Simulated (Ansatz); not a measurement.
## BrCl₂H₂NSi, SMILES N[Si](Cl)(Cl)Br: harmonic frequencies at the relaxed geometry

Run with the Python package of Ansatz (0.2.0).

`freq.py`
```python
# -*- coding: utf-8 -*-
"""Vibrations and zero-point energy of BrCl2H2NSi."""

import itertools

import ansatz as az
from ase import Atoms
from ase.data import atomic_numbers, covalent_radii
import numpy as np

atoms = Atoms(["N", "Si", "Cl", "Cl", "Br", "H", "H"], positions=[
    (-0.231, 0.4026, 1.064),
    (0.0298, -0.4213, -0.3688),
    (1.3384, -1.9049, -0.0216),
    (-1.599, -1.2679, -1.065),
    (0.8353, 1.0139, -1.8384),
    (0.5841, 0.9062, 1.3503),
    (-0.8963, 1.2034, 0.8338),
])
molecule = az.Crystal.molecule_from_ase(atoms)

base = molecule.calculation()
base = base.basis(gaussian="def2-SVP")
base = base.functional("HF")
symbols = [site.symbol for site in molecule.cartesian_sites]
start = np.array([site.position_ang for site in molecule.cartesian_sites], dtype=float)
report = base.relax(force_tolerance=0.003).run().report
end = np.array(report["positions_ang"])

# pairs closer than 1.2 times the sum of covalent radii, before or after
radius = [covalent_radii[atomic_numbers[s]] for s in symbols]
span = lambda where, i, j: np.linalg.norm(where[i] - where[j])
bonded = [(i, j) for i, j in itertools.combinations(range(len(symbols)), 2) if min(span(start, i, j), span(end, i, j)) < 1.2 * (radius[i] + radius[j])]
print("pair        before    after (A)")
for i, j in bonded:
    print(f"{symbols[i]}{i}-{symbols[j]}{j}".ljust(10), f"{span(start, i, j):8.4f} {span(end, i, j):8.4f}")
for first, second in list(itertools.combinations(bonded, 2)):
    shared = set(first) & set(second)
    if shared and symbols[(j := shared.pop())] != "H":
        i, k = sorted((set(first) | set(second)) - {j})
        u, v = end[i] - end[j], end[k] - end[j]
        angle = np.degrees(np.arccos(np.clip(u @ v / np.linalg.norm(u) / np.linalg.norm(v), -1, 1)))
        print(f"final angle {symbols[i]}{i}-{symbols[j]}{j}-{symbols[k]}{k}: {angle:.2f} deg")

# same settings at the minimum
minimum = az.Crystal.molecule()
for symbol, place in zip(symbols, end):
    minimum = minimum.atom(symbol, place.tolist())
vibrating = (
    minimum.calculation()
    .basis(gaussian="def2-SVP")
    .functional("HF")
    .phonons(temperatures=(200, 600, 100))
)
vib = vibrating.run().report["vibrations"]
sums = vib["harmonic_sums"]
modes = [m["omega_inv_cm"] for m in sums["modes_at_gamma"] if m["rigid_motion"] == "no"]
print("frequencies (1/cm):", " ".join(f"{w:.0f}" for w in modes))
print("imaginary modes:", sum(w < 0 for w in modes), " zero-point energy:", round(sums["zero_point_energy_ev"], 4), "eV")
print("T (K)   F_vib (eV)   S_vib (meV/K)   C_vib (meV/K)")
for row in zip(sums["temperatures_k"], sums["vibrational_free_energy_ev"], vib["entropy_ev_per_k"], vib["heat_capacity_ev_per_k"]):
    print(f"{row[0]:6.1f} {row[1]:11.4f} {1000 * row[2]:13.4f} {1000 * row[3]:15.4f}")
```

`python freq.py` gives:
```text
pair        before    after (A)
N0-Si1       1.6732   1.6861
N0-H5        1.0000   1.0013
N0-H6        1.0663   1.0013
Si1-Cl2      2.0085   2.0489
Si1-Cl3      1.9633   2.0489
Si1-Br4      2.2064   2.2240
final angle Si1-N0-H5: 122.10 deg
final angle Si1-N0-H6: 122.11 deg
final angle N0-Si1-Cl2: 108.69 deg
final angle N0-Si1-Cl3: 108.70 deg
final angle N0-Si1-Br4: 114.41 deg
final angle H5-N0-H6: 113.11 deg
final angle Cl2-Si1-Cl3: 110.61 deg
final angle Cl2-Si1-Br4: 107.21 deg
final angle Cl3-Si1-Br4: 107.21 deg
frequencies (1/cm): 86 151 187 224 243 299 350 421 575 620 889 961 1670 3798 3904
imaginary modes: 0  zero-point energy: 0.8913 eV
T (K)   F_vib (eV)   S_vib (meV/K)   C_vib (meV/K)
 200.0      0.8535        0.4746          0.5813
 300.0      0.7923        0.7430          0.7406
 400.0      0.7063        0.9709          0.8409
 500.0      0.5992        1.1662          0.9083
 600.0      0.4739        1.3363          0.9562
```

What to keep in mind:
- The frequencies are harmonic and unscaled, in a modest basis.
- The result belongs to the one conformer reached from this start, and soft torsions count as harmonic oscillators.
- Finished in 2.5 min on 1 thread of Arm Neoverse V1, on a shared host, peak memory 0.34 GiB.
